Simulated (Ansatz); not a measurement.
# BHF2 + HCl: a complex and its separated parts

Aim: how far the complex at one end of a reaction step lies below its separated, relaxed parts, level by level.

The runs use Ansatz 0.2.0, Gaussian basis; PBE0-D4/def2-TZVP structures, single points in def2-TZVPP, no counterpoise correction.

Levels: SPW92, PBE-D4, BLYP-D4, r2SCAN-D4, B97M-V, PBE0-D4, B3LYP-D4, r2SCAN0-D4, BHLYP-D4, CAM-B3LYP-D4, wB97X-V, wB97M-V, B2PLYP, PBE-QIDH, RPA on PBE, Hartree-Fock, MP2, CCSD, CCSD(T).

Correlated methods freeze the cores. B3LYP uses VWN-RPA correlation. B2PLYP carries no dispersion term here.

94 further runs of the same task are left out: 94 set aside as unsound or not needed.

### Step 1. The system as given

The complex: 6 atoms, charge 0, spin multiplicity 1.

Atoms are counted from 1 here; the program's logs count them from 0.

Bond lengths: B1–H2 1.192 Å, B1–F3 1.314 Å, B1–F4 1.314 Å, H5–Cl6 1.280 Å. Angles: H2–B1–F3 120.9°, H2–B1–F4 120.9°, F3–B1–F4 118.1°.

Geometry (Å):

```
atom    x (Å)    y (Å)    z (Å)
  B1  -0.3137   0.7094  -0.7786
  H2   0.8620   0.8934  -0.7159
  F3  -0.8162  -0.1638  -1.6224
  F4  -1.1474   1.4165  -0.0491
  H5   1.3406  -1.3638   1.6520
 Cl6   0.0748  -1.4917   1.5140
```

Its parts: BHF2 holds atoms 1, 2, 3, 4; HCl holds atoms 5, 6. Each part counts its atoms afresh in its own runs.

### Step 2. Relaxing BHF2 alone

File relax-a/in.yaml:

```yaml
crystal:
  periodic: [false, false, false]
  atoms:
    - {symbol: B, position_ang: [-0.313656, 0.709415, -0.778581]}
    - {symbol: H, position_ang: [0.861958, 0.893422, -0.715900]}
    - {symbol: F, position_ang: [-0.816176, -0.163840, -1.622448]}
    - {symbol: F, position_ang: [-1.147412, 1.416458, -0.049091]}
basis:
  gaussian: {orbitals: def2-TZVP}
hamiltonian: {xc: pbe0, dispersion: d4}
relax: {f_tol: 0.005, max_steps: 200}
```

Command:

```bash
$ ansatz run in.yaml --threads 2 --pin off --events-out ev --progress --plain --max-ram 4352MiB
```

After this run come: Relaxing HCl alone; SPW92/def2-TZVPP; PBE-D4/def2-TZVPP; BLYP-D4/def2-TZVPP; r2SCAN-D4/def2-TZVPP; B97M-V/def2-TZVPP; PBE0-D4/def2-TZVPP; B3LYP-D4/def2-TZVPP; r2SCAN0-D4/def2-TZVPP; BHLYP-D4/def2-TZVPP; CAM-B3LYP-D4/def2-TZVPP; wB97X-V/def2-TZVPP; wB97M-V/def2-TZVPP; B2PLYP/def2-TZVPP; PBE-QIDH/def2-TZVPP; RPA on PBE/def2-TZVPP; CCSD(T)/def2-TZVPP; Vibrations of BHF2; Vibrations of HCl.

Q: Predict the outcome of this session. Wanted: complex less parts, CCSD(T)/def2-TZVPP; with zero-point energy; largest T1 diagnostic.

As calculated:

| quantity | value |
| --- | --- |
| complex less parts, CCSD(T)/def2-TZVPP | -1.39 kcal/mol |
| with zero-point energy | -0.80 kcal/mol |
| largest T1 diagnostic | 0.013 |

What this shows: At CCSD(T) the complex lies 1.39 kcal/mol below its parts. Among the functionals PBE-QIDH lands nearest to CCSD(T) (+0.22 kcal/mol) and SPW92 farthest (-1.59 kcal/mol). By rung, the mean size of the error is: LDA 1.59, GGA 0.48, meta-GGA 0.48, hybrid 0.38, range-separated hybrid 0.39, double hybrid 0.38 kcal/mol. PBE-D4 gives a relative energy 0.60 kcal/mol too low, an error of 43 % of the reference. The complex's frequency run has imaginary modes: the structure is no minimum, so both the energy and the zero-point correction are in doubt. No counterpoise was applied, and triple zeta lacks some correlation, so the CCSD(T) reference has a basis error of its own, and close matches with it are partly luck.
